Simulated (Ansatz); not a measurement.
# HfNi: the cost of one run

Method: DFT PBEsol, with the methods named in each step, in Ansatz 0.2.0.

### 1 The starting structure

The structure is orthorhombic, space group Cmcm (No. 63). Conventional cell: a = 3.202 Å, b = 9.834 Å, c = 4.035 Å, α = 90.00°, β = 90.00°, γ = 90.00°. Around Hf (site symmetry m2m) lie 7 Ni at 2.63 to 2.72 Å. Ni (site symmetry m2m) has 2 Ni at 2.61 Å and 7 Hf at 2.63 to 2.72 Å in its first shell of neighbours.

Coordinates:

```cif
data_structure
_symmetry_space_group_name_H-M 'Cmcm'
_symmetry_Int_Tables_number 63
_cell_length_a 3.2019
_cell_length_b 9.8339
_cell_length_c 4.0349
_cell_angle_alpha 90.000
_cell_angle_beta 90.000
_cell_angle_gamma 90.000
_cell_volume 127.05
loop_
_atom_site_label
_atom_site_type_symbol
_atom_site_symmetry_multiplicity
_atom_site_Wyckoff_symbol
_atom_site_fract_x
_atom_site_fract_y
_atom_site_fract_z
_atom_site_occupancy
Hf1 Hf 4 c 0.50000 0.63899 0.75000 1
Ni1 Ni 4 c 0.50000 0.91575 0.75000 1
```

The file gives the conventional cell by its symmetry; the runs use the cell typed in the input.

Atoms are numbered in the order of the input: Hf1, Hf2, Ni3, Ni4.

### 2 Free moments, LAPW

File input.yaml:

```yaml
crystal:
  lattice:
    - [1.60093006, -4.91694006, 0.0]
    - [1.60093006, 4.91694006, 0.0]
    - [0.0, 0.0, 4.03489344]
  atoms:
    - { symbol: Hf, position: [0.8610144, 0.1389856, 0.75], spin: 0.6 }
    - { symbol: Hf, position: [0.1389856, 0.8610144, 0.25], spin: 0.6 }
    - { symbol: Ni, position: [0.58425451, 0.41574549, 0.75], spin: 1.5 }
    - { symbol: Ni, position: [0.41574549, 0.58425451, 0.25], spin: 1.5 }
magnetization:
  spin_polarized: true
kpoints:
  mp_grid: { grid: [9, 9, 7] }
scf:
  occupations: { method: fermi_dirac, width: 0.08 }
  lower_state_search: "off"
hamiltonian:
  xc: pbesol
  pseudopotentials: { kind: all_electron, lapw: { basis_error: 0.001 } }
output:
  forces: true
  stress: true
  eigenvalues: false
  populations: true
```

Launch:

```console
> ansatz run input.yaml --threads 2 --pin off --max-ram 6144MiB --backend cpu --events-out ev --progress --plain --runs-dir out
```

Q: Estimate wall time and peak memory on 2 threads of Arm Neoverse V2, shared host.

About 5.2 min, with a peak of 2 GiB.
